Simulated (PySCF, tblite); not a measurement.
# C7H14OSi: infrared bands and NMR shifts

Wanted: the infrared bands and NMR shifts of C7H14OSi (`C=CC(=C)O[Si](C)(C)C`), by calculation.

Programs: tblite 0.8.0 and PySCF 2.14.0, with density-fitted response routines of our own. Each step states its level of theory. These are calculated values for one molecule in the gas phase, unless marked as measured. Atoms are numbered from 0 throughout.

## Step 1: The molecule as given

23 atoms, charge 0, multiplicity 1; geometry from: GFN2-xTB.

Bonds of the start (Å): C0–C1 1.33, C1–C2 1.46, C2–C3 1.33, C2–O4 1.36, O4–Si5 1.64, Si5–C6 1.91, Si5–C7 1.91, Si5–C8 1.90, C0–H9 1.08, C0–H10 1.08, C1–H11 1.08, C3–H12 1.07, C3–H13 1.07, C6–H14 1.09, C6–H15 1.09, C6–H16 1.09, C7–H17 1.09, C7–H18 1.09, C7–H19 1.09, C8–H20 1.08, C8–H21 1.09, C8–H22 1.09.

## Step 2: Infrared spectrum with GFN2-xTB

What the job is given:

```
{"job": {"kind": "ir", "xc": "GFN2-xTB", "basis": "xTB"}, "charge": 0, "multiplicity": 1}
C      2.650841     1.437752     0.131672
C      2.586703     0.354073    -0.631389
C      1.539905    -0.657571    -0.524098
C      1.508482    -1.733040    -1.311122
O      0.613343    -0.449833     0.445176
Si    -0.974994    -0.052195     0.409937
C     -1.239573     1.511618    -0.651203
C     -2.060733    -1.454403    -0.294219
C     -1.335237     0.255402     2.248017
H      1.915474     1.621268     0.896847
H      3.434560     2.167024     0.020250
H      3.326353     0.165346    -1.396481
H      2.269231    -1.902755    -2.049947
H      0.727136    -2.465197    -1.222116
H     -0.670450     2.352346    -0.264636
H     -2.282134     1.810316    -0.684516
H     -0.913928     1.344676    -1.674873
H     -3.116641    -1.222375    -0.197572
H     -1.885104    -2.392387     0.225514
H     -1.861211    -1.621129    -1.349702
H     -2.372339     0.536886     2.393932
H     -1.146516    -0.632330     2.842778
H     -0.717921     1.053493     2.647832
```

**Question.** This job is followed by: GIAO PBE0/pcSseg-1 NMR shielding, non-relativistic, gas phase. Predict these results of the whole session: strongest single infrared mode (GFN2-xTB); zero-point energy (GFN2-xTB); ¹³C shifts against TMS (PBE0/pcSseg-1, means over atoms taken as alike); ¹H shifts against TMS (PBE0/pcSseg-1, means over atoms taken as alike); ¹⁷O shifts against H2O (PBE0/pcSseg-1); ²⁹Si shifts against TMS (PBE0/pcSseg-1).

As calculated:

```
                                                               quantity                                   value
                              strongest single infrared mode (GFN2-xTB)                   1058 cm⁻¹, 269 km/mol
                                           zero-point energy (GFN2-xTB)                          118.3 kcal/mol
¹³C shifts against TMS (PBE0/pcSseg-1, means over atoms taken as alike)     163.7, 142.5, 122.3, 104.4, 1.0 ppm
 ¹H shifts against TMS (PBE0/pcSseg-1, means over atoms taken as alike)  6.43, 5.84, 5.48, 4.72, 4.65, 0.16 ppm
                                 ¹⁷O shifts against H2O (PBE0/pcSseg-1)                               116.0 ppm
                                ²⁹Si shifts against TMS (PBE0/pcSseg-1)                                13.4 ppm
```

No mode is imaginary among the 63: a minimum at this level. The strongest single mode, at 1058 cm⁻¹, has its largest shares on O4, C1 and H11 (the list is cut at 3 atoms). Unscaled tight-binding wavenumbers are off by several per cent, some by more. Its intensities can rank the bands wrongly. H11 (hydrogen on an alkene CH) lies farthest downfield among hydrogen, at 6.43 ppm; attached to an sp2 carbon and in the plane of the double bond.
